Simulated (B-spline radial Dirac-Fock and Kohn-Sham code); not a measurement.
# Re⁴⁺: core levels and X-ray properties

Aim: for the Re⁴⁺ ion, compute its X-ray form factor and Compton profile, the binding energy of each subshell and how cheaper methods do for the levels.

The numbers are computed with B-spline radial Dirac-Fock and Kohn-Sham code (version 3): a free atom or ion on a radial basis; each step names its model.

## Step 1: The atom as given

The Re⁴⁺ ion in the configuration [Xe] 4f14 5d2 6s1 (not the ground configuration).

```yaml
nuclear_charge: 75
electrons: 71
mass_number: 187
nuclear_rms_radius: 5.3698 fm
```

Outer shells as boxes (Hund's rule, for the drawing alone; heavy ions are jj-coupled, and the calculation averages over the configuration):

```
[Xe] core
4f [↑↓][↑↓][↑↓][↑↓][↑↓][↑↓][↑↓]
5d [↑ ][↑ ][  ][  ][  ]
6s [↑ ]
```

## Step 2: X-ray scattering functions

Model: Dirac-Fock average of configuration, finite nucleus; form factor of the spherical density, Waller-Hartree incoherent function, impulse-approximation Compton profiles.

Settings, as recorded:

```ini
task = scatter
Z = 75
charge = 4
configuration = 1s2 2s2 2p6 3s2 3p6 3d10 4s2 4p6 4d10 4f14 5s2 5p6 5d2 6s1
mass_number = 187
rms_radius = 5.3698  # fm
s = [0.0, 0.05, 0.1, 0.15, 0.2, 0.25, 0.3, 0.35, 0.4, 0.45, 0.5, 0.6, 0.7, 0.8, 0.9, 1.0, 1.1, 1.2, 1.4, 1.6, 1.8, 2.0, 2.5, 3.0, 3.5, 4.0, 5.0, 6.0]  # 1/A
pz = [0, 0.1, 0.2, 0.3, 0.4, 0.5, 0.6, 0.8, 1.0, 1.2, 1.4, 1.6, 1.8, 2.0, 2.5, 3.0, 4.0, 5.0, 7.0, 10.0, 15.0, 20.0, 30.0, 40.0, 60.0, 100.0]  # a.u.
photon_energy = [1000, 2000, 8047.8, 17479.3, 100000, 200000, 500000, 1000000]  # eV
```

From the run's result record (rounded, not every field):

```text
status: converged
form_factor [e]: [71.0, 70.365, 68.589, 65.986, 62.908, 59.637, 56.352, 53.153, 50.099, 47.22, 44.529, 39.708, 35.556, 31.958, 28.831, 26.126, 23.81, 21.854, 18.868, 16.804, 15.292, 14.053, 11.315, 8.9082, 7.1004, 5.9264, 4.7138, 3.9678]
incoherent: [1.7517e-11, 0.72007, 2.5238, 4.7677, 7.0808, 9.3605, 11.571, 13.69, 15.721, 17.669, 19.529, 22.924, 25.879, 28.497, 30.892, 33.119, 35.203, 37.163, 40.772, 44.009, 46.853, 49.284, 53.818, 56.918, 59.238, 61.07, 63.765, 65.612]
compton_total [1/a.u.]: [7.792, 7.7503, 7.6329, 7.4605, 7.2589, 7.0516, 6.8535, 6.4973, 6.1603, 5.7991, 5.411, 5.0237, 4.6675, 4.3607, 3.8119, 3.4583, 2.8674, 2.2774, 1.3974, 0.79069, 0.38997, 0.21485, 0.081533, 0.037654, 0.011825, 0.0023568]
shells: ["1s1/2", "2s1/2", "2p1/2", "2p3/2", "3s1/2", "3p1/2", "3p3/2", "3d3/2", "3d5/2", "4s1/2", "4p1/2", "4p3/2", "4d3/2", "4d5/2", "4f5/2", "4f7/2", "5s1/2", "5p1/2", "5p3/2", "5d3/2", "5d5/2", "6s1/2"]
occupation: [2.0, 2.0, 2.0, 4.0, 2.0, 2.0, 4.0, 4.0, 6.0, 2.0, 2.0, 4.0, 4.0, 6.0, 6.0, 8.0, 2.0, 2.0, 4.0, 0.8, 1.2, 1.0]
mean_momentum [a.u.]: [78.61, 28.078, 37.001, 32.612, 14.156, 16.897, 15.584, 18.735, 18.277, 7.2355, 8.1177, 7.5508, 8.2887, 8.091, 8.0704, 7.9644, 2.9547, 3.1212, 2.8764, 2.6067, 2.5416, 1.2553]
r2 [bohr^2]: 35.079
r_inverse [1/bohr]: 555.53
r1 [bohr]: 35.332
coherent [b]: [3277.2, 3079.9, 1680.0, 755.7, 57.348, 16.733, 3.0222, 0.78578]
incoherent_cross_section [b]: [0.59702, 1.937, 10.421, 18.485, 29.656, 26.789, 20.052, 14.855]
radial_jk:
  5d: {"j0": [1.0, 0.94988, 0.81331, 0.62521, 0.42691, 0.2518, 0.11821, 0.029886, -0.019109, -0.038939, -0.040005, -0.017675, 0.0072681, 0.021803, 0.025897, 0.023308, 0.017706, 0.011592, 0.0024174, -0.0013309, -0.0013768, 0.00014407, 0.0034979, 0.0035718, 0.0021604, 0.00081664, -0.00039157, -0.00046926], "j2": [0.0, 0.019838, 0.071595, 0.13617, 0.19256, 0.22638, 0.23315, 0.21662, 0.18472, 0.14591, 0.10697, 0.043992, 0.0078472, -0.0064507, -0.0077747, -0.003337, 0.0024074, 0.0072391, 0.011779, 0.01086, 0.0076036, 0.0042194, -0.00018803, -7.399e-05, 0.0011042, 0.0018397, 0.0017613, 0.0010608], "j4": [0.0, 0.00015345, 0.0022289, 0.0096422, 0.024644, 0.046347, 0.071012, 0.093876, 0.11103, 0.12043, 0.12189, 0.10625, 0.078164, 0.049633, 0.026818, 0.011341, 0.0024192, -0.0016023, -0.0014178, 0.0023626, 0.0054571, 0.0067875, 0.0049035, 0.0016934, 8.1945e-05, -0.00016827, 0.00058482, 0.0010285], "r2": 2.7866, "r4": 12.259, "r6": 79.915}
```

The scattering functions against s = sin θ / λ:

| s (1/Å) | f (e) | f / N | S(s) |
| --- | --- | --- | --- |
| 0 | 71.00 | 1.000 | 0 |
| 0.100 | 68.59 | 0.966 | 2.524 |
| 0.200 | 62.91 | 0.886 | 7.081 |
| 0.300 | 56.35 | 0.794 | 11.57 |
| 0.400 | 50.10 | 0.706 | 15.72 |
| 0.500 | 44.53 | 0.627 | 19.53 |
| 0.700 | 35.56 | 0.501 | 25.88 |
| 0.900 | 28.83 | 0.406 | 30.89 |
| 1.10 | 23.81 | 0.335 | 35.20 |
| 1.40 | 18.87 | 0.266 | 40.77 |
| 1.80 | 15.29 | 0.215 | 46.85 |
| 2.50 | 11.32 | 0.159 | 53.82 |
| 3.50 | 7.100 | 0.100 | 59.24 |
| 5.00 | 4.714 | 0.066 | 63.77 |

## Step 3: Hole states by ΔSCF

Model: Dirac-Fock average of configuration, Delta-SCF, finite nucleus, first-order Breit with its frequency dependence, self-energy and vacuum polarisation.

Settings, as recorded:

```ini
task = binding
```

From the run's result record (rounded, not every field):

```text
status: converged
shells: ["K", "L1", "L2", "L3", "M1", "M2", "M3", "M4", "M5", "N1", "N2", "N3", "N4", "N5", "N6", "N7", "O1", "O2", "O3", "O4,5", "P1"]
total_energy_parts [Ha]: [-16704.1707, 20.1636645, -2.13625214, -0.35751205, 14.7516776, -2.69720065]
koopmans [eV]: [72187.8, 12695.2, 12122.9, 10680.4, 3040.04, 2785.84, 2467.82, 2046.83, 1978.49, 706.823, 599.67, 524.706, 348.628, 334.549, 111.074, 108.389, 149.125, 112.772, 100.69, 55.1258, 44.1661]
dirac_coulomb [eV]: [72100.4, 12643.4, 12066.7, 10627.3, 3011.46, 2756.24, 2439.93, 2016.17, 1948.44, 695.84, 588.902, 515.056, 339.291, 325.576, 103.091, 100.606, "-", 111.135, 99.3316, 54.451, 44.0531]
gaunt [eV]: [-263.725, -28.9306, -49.8094, -34.0761, -5.1807, -9.20925, -5.9851, -3.93686, -2.63955, -1.04781, -1.89741, -1.11318, -0.506838, -0.23818, 0.15579, 0.255142, "-", -0.255637, -0.129915, 0.00181665, -0.0265146]
retardation [eV]: [19.7766, 2.42324, 5.35127, 5.34532, 0.420473, 0.967801, 0.973051, 0.390984, 0.379853, 0.0935893, 0.21209, 0.204938, 0.0535306, 0.0514587, -0.0366971, -0.0361887, "-", 0.0274637, 0.0266638, 0.000970716, 0.00200013]
breit_frequency [eV]: [4.36474, -0.369537, -0.0413836, 1.92092, -0.0973168, -0.105931, 0.384775, -0.0411442, 0.00123906, -0.025783, -0.030892, 0.0866851, -0.0121094, -0.00261275, -0.00659891, -0.00564957, "-", -0.00611235, 0.0128838, -0.00137399, -0.00123377]
self_energy [eV]: [-155.668, -22.5506, -0.216819, -1.67663, -5.17625, -0.150757, -0.414259, 0.378333, 0.191561, -1.24491, -0.011617, -0.0721814, 0.0982477, 0.0599879, 0.0670441, 0.0562876, "-", 0.0112394, 0.00192662, 0.017959, -0.0407037]
vacuum_polarisation [eV]: [29.9645, 4.07615, 0.184556, -0.148172, 0.91025, 0.043294, -0.0416662, -0.0454124, -0.0432502, 0.219917, 0.00762308, -0.0129392, -0.0125554, -0.012052, -0.00813879, -0.00798949, "-", -0.000679926, -0.00404235, -0.00278356, 0.00731973]
binding [eV]: [71735.1, 12598.1, 12022.1, 10598.7, 3002.34, 2747.78, 2434.85, 2012.91, 1946.33, 693.835, 587.182, 514.149, 338.911, 325.435, 103.262, 100.868, "-", 110.912, 99.2391, 54.4676, 43.994]
mean_radius [bohr]: [0.0180366, 0.0755389, 0.0625422, 0.0705748, 0.196473, 0.18684, 0.201581, 0.176587, 0.181128, 0.440663, 0.445945, 0.477484, 0.493685, 0.504821, 0.565874, 0.573928, 1.03684, 1.12323, 1.20849, 1.57729, 2.41715]
```

total_energy_parts: Dirac-Coulomb, Gaunt, retardation, frequency dependence, self-energy, vacuum polarisation. Blank entries are hole states that did not converge, or in which two open shells of one symmetry are about equally filled, where the average of configuration falls too low.

Each level as Koopmans' value plus corrections (eV):

| level | -ε | relaxation | Breit | QED | binding |
| --- | --- | --- | --- | --- | --- |
| K (1s) | 72187.8 | -87.45 | -239.58 | -125.70 | 71735.1 |
| L1 (2s) | 12695.2 | -51.72 | -26.88 | -18.47 | 12598.1 |
| L2 (2p1/2) | 12122.9 | -56.26 | -44.50 | -0.03 | 12022.1 |
| L3 (2p3/2) | 10680.4 | -53.05 | -26.81 | -1.82 | 10598.7 |
| M1 (3s) | 3040.0 | -28.58 | -4.86 | -4.27 | 3002.3 |
| M2 (3p1/2) | 2785.8 | -29.61 | -8.35 | -0.11 | 2747.8 |
| M3 (3p3/2) | 2467.8 | -27.89 | -4.63 | -0.46 | 2434.8 |
| M4 (3d3/2) | 2046.8 | -30.66 | -3.59 | 0.33 | 2012.9 |
| M5 (3d5/2) | 1978.5 | -30.05 | -2.26 | 0.15 | 1946.3 |
| N1 (4s) | 706.8 | -10.98 | -0.98 | -1.02 | 693.8 |
| N2 (4p1/2) | 599.7 | -10.77 | -1.72 | 0.00 | 587.2 |
| N3 (4p3/2) | 524.7 | -9.65 | -0.82 | -0.09 | 514.1 |
| N4 (4d3/2) | 348.6 | -9.34 | -0.47 | 0.09 | 338.9 |
| N5 (4d5/2) | 334.5 | -8.97 | -0.19 | 0.05 | 325.4 |
| N6 (4f5/2) | 111.1 | -7.98 | 0.11 | 0.06 | 103.3 |
| N7 (4f7/2) | 108.4 | -7.78 | 0.21 | 0.05 | 100.9 |
| O2 (5p1/2) | 112.8 | -1.64 | -0.23 | 0.01 | 110.9 |
| O3 (5p3/2) | 100.7 | -1.36 | -0.09 | 0.00 | 99.24 |
| O4,5 (5d) | 55.13 | -0.67 | 0.00 | 0.02 | 54.47 |
| P1 (6s) | 44.17 | -0.11 | -0.03 | -0.03 | 43.99 |

X-ray lines as differences of these levels:

| line | energy (eV) |
| --- | --- |
| Kβ2' (K-N3) | 71221.0 |
| Kβ2'' (K-N2) | 71147.9 |
| Kβ1 (K-M3) | 69300.3 |
| Kβ3 (K-M2) | 68987.3 |
| Kα1 (K-L3) | 61136.4 |
| Kα2 (K-L2) | 59713.0 |
| Lγ4 (L1-O3) | 12498.9 |
| Lγ3 (L1-N3) | 12083.9 |
| Lγ2 (L1-N2) | 12010.9 |
| Lγ1 (L2-N4) | 11683.2 |
| Lγ5 (L2-N1) | 11328.3 |
| Lβ2 (L3-N5) | 10273.3 |
| Lβ15 (L3-N4) | 10259.8 |
| Lβ3 (L1-M3) | 10163.2 |

## Step 4: Dirac PBE, for comparison

Model: Dirac-Kohn-Sham PBE, finite nucleus, spherical and without spin polarisation.

Settings, as recorded:

```ini
task = binding-ladder
method = pbe,pbe
relativity = dirac
```

From the run's result record (rounded, not every field):

```text
status: converged
shells: ["K", "L1", "L2", "L3", "M1", "M2", "M3", "M4", "M5", "N1", "N2", "N3", "N4", "N5", "N6", "N7", "O1", "O2", "O3", "O4,5", "P1"]
minus_eigenvalue [eV]: [71581.3, 12443.6, 11911.4, 10471.8, 2918.32, 2680.19, 2367.53, 1966.72, 1898.85, 647.637, 548.17, 475.241, 311.74, 298.263, 92.4013, 89.879, 133.03, 102.438, 90.883, 48.549, 41.1762]
delta_scf [eV]: [72149.9, 12548.5, 12046.5, 10587.5, 2949.76, 2713.97, 2398.21, 2003.51, 1934.49, 663.174, 563.626, 490.101, 326.331, 312.675, 105.857, 103.23, 142.442, 111.329, 99.2894, 55.4295, 45.7759]
total_energy [Ha]: -16711.3237
dirac_fock_binding [eV]: [71735.1, 12598.1, 12022.1, 10598.7, 3002.34, 2747.78, 2434.85, 2012.91, 1946.33, 693.835, 587.182, 514.149, 338.911, 325.435, 103.262, 100.868, "-", 110.912, 99.2391, 54.4676, 43.994]
```

Beside the Dirac-Fock ΔSCF result with Breit and QED, in eV:

| level | -ε | miss | ΔSCF | miss | Dirac-Fock |
| --- | --- | --- | --- | --- | --- |
| K | 71581.3 | -153.8 | 72149.9 | +414.8 | 71735.1 |
| L1 | 12443.6 | -154.5 | 12548.5 | -49.6 | 12598.1 |
| L2 | 11911.4 | -110.8 | 12046.5 | +24.4 | 12022.1 |
| L3 | 10471.8 | -126.9 | 10587.5 | -11.2 | 10598.7 |
| M1 | 2918.3 | -84.0 | 2949.8 | -52.6 | 3002.3 |
| M2 | 2680.2 | -67.6 | 2714.0 | -33.8 | 2747.8 |
| M3 | 2367.5 | -67.3 | 2398.2 | -36.6 | 2434.8 |
| M4 | 1966.7 | -46.2 | 2003.5 | -9.4 | 2012.9 |
| M5 | 1898.8 | -47.5 | 1934.5 | -11.8 | 1946.3 |
| N1 | 647.6 | -46.2 | 663.2 | -30.7 | 693.8 |
| N2 | 548.2 | -39.0 | 563.6 | -23.6 | 587.2 |
| N3 | 475.2 | -38.9 | 490.1 | -24.0 | 514.1 |
| N4 | 311.7 | -27.2 | 326.3 | -12.6 | 338.9 |
| N5 | 298.3 | -27.2 | 312.7 | -12.8 | 325.4 |
| N6 | 92.40 | -10.9 | 105.9 | +2.6 | 103.3 |
| N7 | 89.88 | -11.0 | 103.2 | +2.4 | 100.9 |
| O2 | 102.4 | -8.5 | 111.3 | +0.4 | 110.9 |
| O3 | 90.88 | -8.4 | 99.29 | +0.1 | 99.24 |
| O4,5 | 48.55 | -5.9 | 55.43 | +1.0 | 54.47 |
| P1 | 41.18 | -2.8 | 45.78 | +1.8 | 43.99 |

## Step 5: Cost and miss of the cheaper method

| method | level | eigenvalue miss (%) | ΔSCF miss (%) | time |
| --- | --- | --- | --- | --- |
| Dirac PBE | K | -0.21 | +0.58 | 14 s |
| Dirac-Fock + Breit + QED | all | - | reference | 23 s |

Times cover the ground state and all hole states of a step, on one thread of a shared host; states solved in an earlier step are reused, and a first call can include compiling.

## Step 6: What came out

| quantity | value |
| --- | --- |
| rms radius of the electron cloud | 0.703 bohr |
| form factor halves at | 0.70 1/Å |
| Compton profile at zero | 7.792 1/a.u. |
| deepest level listed, K (1s) | 71735.1 eV |
| least bound, P1 (6s) | 43.99 eV |
| Kα1 | 61136.4 eV |
| Dirac PBE, K: eigenvalue / ΔSCF | 71581.3 / 72149.9 eV |

What this shows: f falls from 71 to half of that at s = 0.70 1/Å. Incoherent scattering outweighs coherent from 200 keV on, among the energies asked. The K (1s) level lies 87.5 eV under Koopmans' value by relaxation alone; Breit gives -239.58 and QED -125.70 eV. Dirac PBE misses the K level by -0.2 % with its eigenvalue and by +0.6 % with ΔSCF. Breit and QED terms, which only the reference holds, shift this level by tenths of a per cent, so the eigenvalue's nearness can be cancellation. The Hartree-Fock and Dirac-Fock values hold no electron correlation.
